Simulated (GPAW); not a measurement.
# Ge2Sb2Te5 (P-3m1) in GPAW: reference runs

How does Ge2Sb2Te5 come out in PBEsol? The cell is run as given.

All numbers are computed with GPAW 26.7.0; they aren't measurements. Logs are shortened: lines on timing, memory, paths and dates and some standing lists are left out, and cuts for length are marked. The log counts tension as positive stress, the text compression.

## 1. The crystal as given

Symmetry: P-3m1, No. 164, trigonal system. Conventional cell: a = 4.294 Å, b = 4.294 Å, c = 17.101 Å, α = 90.00°, β = 90.00°, γ = 120.00°. Around Te (site symmetry 3m) lie 3 Sb at 3.01 Å. Te (site symmetry 3m) has 3 Ge at 3.00 Å and 3 Sb at 3.20 Å as nearest neighbours. Te (site symmetry -3m) has 6 Ge at 3.04 Å as nearest neighbours. Around Sb (site symmetry 3m) lie 6 Te at 3.01 to 3.20 Å. Ge (site symmetry 3m) has 6 Te at 3.00 to 3.04 Å as nearest neighbours.

The cell comes from a database or a generator and needn't be the stable form of this composition.

## 2. Single point, PBEsol

run.py reads:

```python
from ase import Atoms
from ase.dft.bandgap import bandgap
from ase.io import write
from ase.units import Bohr, GPa
from gpaw import GPAW, PW, setup_paths
from gpaw.elf import elf_from_dft_calculation

setup_paths.insert(0, '.')

atoms = Atoms(['Te', 'Te', 'Te', 'Te', 'Te', 'Sb', 'Sb', 'Ge', 'Ge'],
              cell=[[4.2940644248, 0.0, 0.0],
                    [-2.1470322124, 3.7187688774, 0.0],
                    [0.0, 0.0, 17.101346]],
              scaled_positions=[[0.6666666667, 0.3333333333, 0.419892],
                                [0.3333333333, 0.6666666667, 0.580108],
                                [0.3333333333, 0.6666666667, 0.201542],
                                [0.6666666667, 0.3333333333, 0.798458],
                                [0.0, 0.0, 0.0],
                                [0.0, 0.0, 0.320068],
                                [0.0, 0.0, 0.679932],
                                [0.6666666667, 0.3333333333, 0.102895],
                                [0.3333333333, 0.6666666667, 0.897105]],
              pbc=True)

calc = GPAW(mode=PW(600),
            xc='PBEsol',
            kpts={'size': (7, 7, 2), 'gamma': True},
            occupations={'name': 'fermi-dirac', 'width': 0.05},
            nbands=56,
            convergence={'density': 1e-05, 'energy': 1e-05},
            maxiter=150,
            txt='gpaw.txt')
atoms.calc = calc
energy = atoms.get_potential_energy()
forces = atoms.get_forces()
stress = atoms.get_stress()
calc.write('gs.gpw')
write('result.traj', atoms)
print(f'Energy: {energy:.6f} eV')
print('Forces (eV/A):')
print(forces.round(4))
print('Stress (GPa):', (stress / GPa).round(3))
print('Fermi level:', round(calc.get_fermi_level(), 4), 'eV')
print(f'Gap: {bandgap(calc)[0]:.4f} eV, direct: {bandgap(calc, direct=True)[0]:.4f} eV')

# fields on the real-space grid
write('density.cube', atoms, data=calc.get_pseudo_density() * Bohr**3)
write('potential.cube', atoms, data=calc.get_electrostatic_potential())
write('elf.cube', atoms, data=elf_from_dft_calculation(calc).data)
```

Potentials or basis: PAW data sets generated in the run's folder for this functional, pw.

The run is started by

```bash
> gpaw-setup -f PBEsol Ge Sb Te
> OMP_NUM_THREADS=1 python run.py
```

gpaw.txt:

```text
__  _  _
 | _ |_)|_||  |
 |__||  | ||/\| - 26.7.0

Input parameters:
  mode=PW(ecut=600.0),
  convergence={'density': 1e-05, 'energy': 1e-05},
  kpts=MonkhorstPack(size=(7, 7, 2), gamma=True),
  maxiter=150,
  nbands=56,
  occupations=Occupations(name='fermi-dirac', width=0.05),
  xc=XC(name='PBEsol')

Diagonalizing LCAO Hamiltonian
Converting LCAO to pw mode

         Ge

             Te

       SbTe

             Te

       Sb
         Te

             Ge

       Te

Atoms  # Å, Bohr magnetons
|   | symbol |         x |        y |         z |    initial magnetic moments |
|---|--------|-----------|----------|-----------|-----------------------------|
| 0 |     Te |  2.147032 | 1.239590 |  7.180718 | ( 0.0000,  0.0000,  0.0000) |
| 1 |     Te | -0.000000 | 2.479179 |  9.920628 | ( 0.0000,  0.0000,  0.0000) |
| 2 |     Te | -0.000000 | 2.479179 |  3.446639 | ( 0.0000,  0.0000,  0.0000) |
| 3 |     Te |  2.147032 | 1.239590 | 13.654707 | ( 0.0000,  0.0000,  0.0000) |
| 4 |     Te |  0.000000 | 0.000000 |  0.000000 | ( 0.0000,  0.0000,  0.0000) |
| 5 |     Sb |  0.000000 | 0.000000 |  5.473594 | ( 0.0000,  0.0000,  0.0000) |
| 6 |     Sb |  0.000000 | 0.000000 | 11.627752 | ( 0.0000,  0.0000,  0.0000) |
| 7 |     Ge |  2.147032 | 1.239590 |  1.759643 | ( 0.0000,  0.0000,  0.0000) |
| 8 |     Ge | -0.000000 | 2.479179 | 15.341703 | ( 0.0000,  0.0000,  0.0000) |

Unit cell  # Å
| periodic |         x |        y |         z |   lengths |     angles |
|----------|-----------|----------|-----------|-----------|------------|
|      yes |  4.294064 | 0.000000 |  0.000000 |  4.294064 |  90.000000 |
|      yes | -2.147032 | 3.718769 |  0.000000 |  4.294064 |  90.000000 |
|      yes |  0.000000 | 0.000000 | 17.101346 | 17.101346 | 120.000000 |

Number of symmetries: 12
Symmetry operations  # r_c * U_cc + t_c -> r_c
|    | kind |            matrix            |
|----|------|------------------------------|
|  0 |  σ   |  1, 1, 0,  0,-1, 0,  0, 0, 1 |
|  1 |  S6  |  1, 1, 0, -1, 0, 0,  0, 0,-1 |
|  2 |  E   |  1, 0, 0,  0, 1, 0,  0, 0, 1 |
|  3 |  C2  |  1, 0, 0, -1,-1, 0,  0, 0,-1 |
|  4 |  C2  |  0, 1, 0,  1, 0, 0,  0, 0,-1 |
|  5 |  C3  |  0, 1, 0, -1,-1, 0,  0, 0, 1 |
|  6 |  S6  |  0,-1, 0,  1, 1, 0,  0, 0,-1 |
|  7 |  σ   |  0,-1, 0, -1, 0, 0,  0, 0, 1 |
|  8 |  σ   | -1, 0, 0,  1, 1, 0,  0, 0, 1 |
|  9 |  i   | -1, 0, 0,  0,-1, 0,  0, 0,-1 |
| 10 |  C3  | -1,-1, 0,  1, 0, 0,  0, 0, 1 |
| 11 |  C2  | -1,-1, 0,  0, 1, 0,  0, 0,-1 |

BZ-sampling:
  Number of BZ points: 98
  Number of IBZ points: 16

  Monkhorst-Pack size: [7, 7, 2]
  Monkhorst-Pack shift: [0.0, 0.0, 0.25]

K-points  # in reciprocal-cell coordinates
|     |                                coordinates |     weight |
|-----|--------------------------------------------|------------|
|   0 | (  0.00000000,   0.00000000,   0.00000000) | 0.01020408 |
|   1 | (  0.00000000,   0.00000000,   0.50000000) | 0.01020408 |
|   2 | (  0.14285714,   0.00000000,   0.00000000) | 0.06122449 |
|   3 | (  0.14285714,   0.00000000,   0.50000000) | 0.06122449 |
|   4 | (  0.28571429,  -0.14285714,   0.00000000) | 0.06122449 |
|   5 | (  0.28571429,  -0.14285714,   0.50000000) | 0.06122449 |
|   6 | (  0.28571429,   0.00000000,   0.00000000) | 0.06122449 |
[... 72 lines left out ...]
    |   4d | 10.000 |     -33.456 |    1.196 |
    |    s |        |      14.351 |    1.154 |
    |    p |        |      22.365 |    1.233 |
    |    d |        |      -6.245 |    1.196 |

    Using partial waves for Sb as LCAO basis

  Ge:
    name:    Germanium
    Z:       32.0
    valence: 4
    core:    28
    charge:  0.0  # [|e|]
    compensation charges:
      type: gauss
      rc: 0.32  # [Å]
      lmax: 2
    cutoffs:
      filter: 1.77  # [Å]
      core: 3.42  # [Å]
    projectors
    | kind |    occ | energy [eV] | rcut [Å] |
    |------|--------|-------------|----------|
    |   4s |  2.000 |     -11.738 |    1.005 |
    |   4p |  2.000 |      -3.898 |    1.005 |
    |    s |        |      15.473 |    1.005 |
    |    p |        |      23.314 |    1.005 |
    |    d |        |       0.000 |    1.005 |

    Using partial waves for Ge as LCAO basis

Reference energy: -1390080.629692  # eV

eigensolver:
  PPCG
  Converge bands: occupied
  niter=2

density mixing:
  MSR1-Mixer
  Pratt-step length: 0.05
  Maximum mixing coefficient: 0.75
  Old densities: 10
  SVD Regularization: 0.005
  Good broyden scale: 1.0
  Trust region scale: 1.0
  Backstep threshold: 4.0
  History deletion threshold: 6.0
  Fourier metric: weight=20.0, sigma=0.015

occupation numbers:
  Fermi-Dirac:
    width: 0.0500  # eV

poisson solver:
  ecut: 4800.0  # eV

xc functional:
  name: PBEsol with 2 nearest neighbor stencil

convergence criteria:
- Maximum integral of absolute [dens]ity change: 1e-05 electrons / valence electron
- Maximum [total energy] change in last 3 cyles: 1e-05 eV / valence electron
- Maximum integral of absolute [eigenst]ate change: 4e-08 eV^2 / valence electron
maximum number of iterations: 150

SCF iterations
|iter     | |      energy | eigst |  dens |
|---------|-|-------------|-------|-------|
|iter:   1| |  -38.623794 | +0.57 |       |
|iter:   2| |  -38.509670 | -1.13 | -1.38 |
|iter:   3| |  -38.537752 | -2.21 | -1.44 |
|iter:   4| |  -38.430047 | -2.16 | -1.56 |
|iter:   5| |  -38.373578 | -2.65 | -1.74 |
|iter:   6| |  -38.367211 | -3.51 | -2.12 |
|iter:   7| |  -38.366801 | -4.96 | -2.72 |
|iter:   8| |  -38.366792c| -5.84 | -3.29 |
|iter:   9| |  -38.366786c| -6.66 | -3.76 |
|iter:  10| |  -38.366787c| -7.64c| -4.45 |
|iter:  11| |  -38.366786c| -8.38c| -5.03c|

Converged in 11 steps
Energy contributions relative to reference atoms: (reference = -1390080.629692)

Energy contributions:
  Kinetic:          25.087594
  Coulomb:         -30.417297
  Zero:              0.991599
  External:          0.000000
  Xc:              -34.028036
  Entropy:          -0.001293
  Spinorbit:         0.000000
  ----------------------------
  Free energy:     -38.367433
  Extrapolated:    -38.366786

dipole moment: (-24.754475, -42.876008, -73.103208)  # |e|*Ang

Fermi level: 6.117
Eigenvalues  # (at kpt = [0.000, 0.000, 0.000])
| band index |      eig [eV] | occ [0-2] |
|------------|---------------|-----------|
|          0 |       -23.601 |     2.000 |
|        ... |               |           |
|         26 |         4.428 |     2.000 |
|         27 |         4.466 |     2.000 |
|         28 |         4.466 |     2.000 |
|         29 |         4.760 |     2.000 |
|         30 |         4.760 |     2.000 |
|         31 |         4.847 |     2.000 |
[... 8 lines left out ...]
|         40 |         7.509 |     0.000 |
|         41 |         7.509 |     0.000 |
|        ... |               |           |
|         55 |        13.039 |     0.000 |

Gap: 0.274 eV
Transition (v -> c):
  (s=0, k=0, n=33, [0.00, 0.00, 0.00]) -> (s=0, k=0, n=34, [0.00, 0.00, 0.00])
No difference between direct/indirect transitions

Forces  # eV/Ang
|        x |        y |        z |
|----------|----------|----------|
| -0.00000 | -0.00000 | -0.15420 |  # Te   0
|  0.00000 |  0.00000 |  0.15420 |  # Te   1
| -0.00000 |  0.00000 | -0.04210 |  # Te   2
|  0.00000 | -0.00000 |  0.04210 |  # Te   3
|  0.00000 |  0.00000 |  0.00000 |  # Te   4
|  0.00000 |  0.00000 | -0.04821 |  # Sb   5
| -0.00000 | -0.00000 |  0.04821 |  # Sb   6
|  0.00000 |  0.00000 | -0.08501 |  # Ge   7
| -0.00000 | -0.00000 |  0.08501 |  # Ge   8

Stress tensor  # eV/Ang^3
|        x |        y |        z |
|----------|----------|----------|
| 0.015848 | 0.000000 | 0.000000 |
| 0.000000 | 0.015848 | 0.000000 |
| 0.000000 | 0.000000 | 0.015950 |

# Writing to gs.gpw (mode='')
```

Run time: 3 min. Hardware: 1 thread of Arm Neoverse V1, shared host; peak memory 0.43 GiB.

What came out:

| Property | Result |
| --- | --- |
| Free energy | -38.3674 eV |
| Pressure | -2.5 GPa |
| Largest force | 0.154 eV/Å |
| Band gap on the k mesh | 0.27 eV, direct |

Forces on the atoms (eV/Å):
```
Te   0.000  0.000 -0.154
Te   0.000  0.000  0.154
Te   0.000  0.000 -0.042
Te   0.000  0.000  0.042
Te   0.000  0.000  0.000
Sb   0.000  0.000 -0.048
Sb   0.000  0.000  0.048
Ge   0.000  0.000 -0.085
Ge   0.000  0.000  0.085
```

Caveat: spin-orbit coupling is left out, which moves the levels of the heavy elements; an odd mesh through Γ misses points on the zone boundary, where band edges often lie.
